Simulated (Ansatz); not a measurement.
# GeH₃Br + NH₃: a complex and its separated parts

The complex below is one end of an elementary step. How strongly is it bound against its free parts?

Method: PBE0-D4/def2-TZVP structures, single points in def2-TZVPP, no counterpoise correction; program: Ansatz 0.2.0, Gaussian basis.

Levels: SPW92, PBE-D4, BLYP-D4, r2SCAN-D4, B97M-V, PBE0-D4, B3LYP-D4, r2SCAN0-D4, BHLYP-D4, CAM-B3LYP-D4, wB97X-V, wB97M-V, B2PLYP, PBE-QIDH, RPA on PBE, Hartree-Fock, MP2, CCSD, CCSD(T).

Correlated methods freeze the cores. Filled d shells of the heavier atoms are correlated. B3LYP uses VWN-RPA correlation. B2PLYP carries no dispersion term here.

94 further runs of the same task are left out: 94 set aside as unsound or not needed. Runs told in other sessions of the task aren't counted.

### 1 Where the work starts

The complex: 9 atoms, charge 0, spin multiplicity 1.

Atoms are counted from 1 here; the program's logs count them from 0.

Bond lengths: Ge1–Br2 2.322 Å, Ge1–H3 1.527 Å, Ge1–H4 1.527 Å, Ge1–H5 1.539 Å, H6–N7 1.013 Å, N7–H8 1.013 Å, N7–H9 1.013 Å. Angles: Br2–Ge1–H3 108.3°, Br2–Ge1–H4 108.3°, Br2–Ge1–H5 104.2°, H3–Ge1–H4 114.1°, H3–Ge1–H5 110.7°, H4–Ge1–H5 110.7°, H6–N7–H8 107.4°, H6–N7–H9 106.6°, H8–N7–H9 107.5°.

As a file:

```xyz
9
charge 0, multiplicity 1
Ge   -0.3965    0.3612   -1.4657
Br    1.6578    1.3103   -0.9468
H    -0.2613   -1.1574   -1.3749
H    -1.4489    0.9505   -0.5287
H    -0.6573    0.7974   -2.9183
H     1.0108   -1.0567    1.4752
N     0.1421   -0.5432    1.5630
H    -0.4267   -1.0251    2.2485
H     0.3801    0.3630    1.9478
```

Its parts: GeH₃Br holds atoms 1, 2, 3, 4, 5; NH₃ holds atoms 6, 7, 8, 9. Each part counts its atoms afresh in its own runs.

### 2 Relaxing GeH₃Br alone

Input file relax-a/in.yaml:

```yaml
crystal:
  periodic: [false, false, false]
  atoms:
    - {symbol: Ge, position_ang: [-0.396541, 0.361210, -1.465718]}
    - {symbol: Br, position_ang: [1.657762, 1.310305, -0.946762]}
    - {symbol: H, position_ang: [-0.261263, -1.157375, -1.374884]}
    - {symbol: H, position_ang: [-1.448881, 0.950530, -0.528670]}
    - {symbol: H, position_ang: [-0.657320, 0.797427, -2.918293]}
basis:
  gaussian: {orbitals: def2-TZVP}
hamiltonian: {xc: pbe0, dispersion: d4}
relax: {f_tol: 0.005, max_steps: 200}
```

Launch:

```bash
> ansatz run in.yaml --threads 4 --pin off --events-out ev --progress --plain --max-ram 9574MiB
```

After this run come: Relaxing NH₃ alone; SPW92/def2-TZVPP; PBE-D4/def2-TZVPP; BLYP-D4/def2-TZVPP; r2SCAN-D4/def2-TZVPP; B97M-V/def2-TZVPP; PBE0-D4/def2-TZVPP; B3LYP-D4/def2-TZVPP; r2SCAN0-D4/def2-TZVPP; BHLYP-D4/def2-TZVPP; CAM-B3LYP-D4/def2-TZVPP; wB97X-V/def2-TZVPP; wB97M-V/def2-TZVPP; B2PLYP/def2-TZVPP; PBE-QIDH/def2-TZVPP; RPA on PBE/def2-TZVPP; CCSD(T)/def2-TZVPP; Vibrations of GeH₃Br; Vibrations of NH₃.

What does the calculation give? Wanted: complex less parts, CCSD(T)/def2-TZVPP; with zero-point energy; largest T1 diagnostic.

**Answer**, as computed:

| quantity | value |
| --- | --- |
| complex less parts, CCSD(T)/def2-TZVPP | -3.7 kcal/mol |
| with zero-point energy | -2.5 kcal/mol |
| largest T1 diagnostic | 0.009 |

What this shows: At CCSD(T) the complex lies 3.7 kcal/mol below its parts. The functionals run from r2SCAN-D4, off by -0.1 kcal/mol, to SPW92, off by -2.2 kcal/mol, against CCSD(T). By rung, the mean size of the error is: LDA 2.2, GGA 0.4, meta-GGA 0.3, hybrid 0.3, range-separated hybrid 0.4, double hybrid 0.7 kcal/mol. The double hybrids carry no dispersion term here, unlike the levels marked D4 or V. PBE-D4 gives a relative energy 0.5 kcal/mol too low, inside chemical accuracy (1 kcal/mol). No counterpoise was applied, and triple zeta lacks some correlation, so the CCSD(T) reference has a basis error of its own, and close matches with it are partly luck.
